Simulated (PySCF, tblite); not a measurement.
# C₄H₇ClN₂Si: geometry, infrared bands and NMR shifts

Aim: predict the infrared bands and NMR shifts of C₄H₇ClN₂Si (`Cc1c(Cl)cnn1[SiH3]`).

Computed with tblite 0.8.0 and PySCF 2.14.0, with density-fitted response routines of our own, on a single molecule in the gas phase. Atoms are numbered from 0 throughout.

**1. Starting geometry**

15 atoms, charge 0, multiplicity 1; geometry from: force field or distance geometry start.

Bonds of the start (Å): C0–C1 1.49, C1–C2 1.37, C2–Cl3 1.71, C2–C4 1.40, C4–N5 1.33, N5–N6 1.36, N6–Si7 1.79, N6–C1 1.39, C0–H8 1.09, C0–H9 1.10, C0–H10 1.09, C4–H11 1.09, Si7–H12 1.49, Si7–H13 1.49, Si7–H14 1.49.

**2. Relaxing the molecule with GFN2-xTB**

What the job is given:

```
{"job": {"kind": "relax", "xc": "GFN2-xTB", "basis": "xTB"}, "charge": 0, "multiplicity": 1}
C      0.084600     1.785100     0.121900
C     -0.510300     0.431300    -0.043300
C     -1.809000     0.032900    -0.209600
Cl    -3.208700     1.007600    -0.322600
C     -1.791000    -1.365500    -0.292700
N     -0.558400    -1.853700    -0.189100
N      0.220100    -0.748900    -0.028200
Si     1.991300    -0.903200     0.177200
H      0.795700     1.998600    -0.677300
H     -0.703600     2.558300     0.085900
H      0.580100     1.886000     1.086100
H     -2.619800    -2.051400    -0.439800
H      2.439200    -2.323700     0.145900
H      2.686000    -0.151100    -0.908400
H      2.399400    -0.294400     1.472100
```

The run is started by

```bash
$ OMP_NUM_THREADS=1 python probes_run.py task.json out
```

One launch serves the whole session: the jobs run in the order shown.

**Question.** This job is followed by: GFN2-xTB harmonic vibrations, gas phase; GIAO PBE0/pcSseg-1 NMR shielding, non-relativistic, gas phase. What will the session give for the following? strongest single infrared mode (GFN2-xTB); zero-point energy (GFN2-xTB); ¹³C shifts against TMS (PBE0/pcSseg-1); ¹H shifts against TMS (PBE0/pcSseg-1, means over atoms taken as alike); ³⁵Cl shifts against HCl (PBE0/pcSseg-1); ¹⁵N shifts against NH3 (PBE0/pcSseg-1); ²⁹Si shifts against TMS (PBE0/pcSseg-1).

As calculated:

```
                                                              quantity                          value
                             strongest single infrared mode (GFN2-xTB)           795 cm⁻¹, 345 km/mol
                                          zero-point energy (GFN2-xTB)                  63.4 kcal/mol
                                ¹³C shifts against TMS (PBE0/pcSseg-1)  146.0, 145.9, 122.9, 10.8 ppm
¹H shifts against TMS (PBE0/pcSseg-1, means over atoms taken as alike)           7.56, 5.21, 2.48 ppm
                               ³⁵Cl shifts against HCl (PBE0/pcSseg-1)                        104 ppm
                                ¹⁵N shifts against NH3 (PBE0/pcSseg-1)               355.8, 219.5 ppm
                               ²⁹Si shifts against TMS (PBE0/pcSseg-1)                      -47.8 ppm
```

In words: The optimisation took 40 steps and gained 0.177 eV; among the close pairs (by a distance rule), Si7–H12 changed most, from 1.490 to 1.451 Å. All 39 modes are real, so the xTB geometry is a minimum. The strongest single mode, at 795 cm⁻¹, moves mainly H13 and H14. GFN2-xTB is a fitted tight-binding method: band positions and strengths are rough. Its intensities can rank the bands wrongly. At PBE0/pcSseg-1: Shielding is most anisotropic at N5 (span 482 ppm, paramagnetic term -409 ppm). NICS(1)zz of -28 ppm above the planar ring from C1 marks a diatropic (aromatic) ring current.
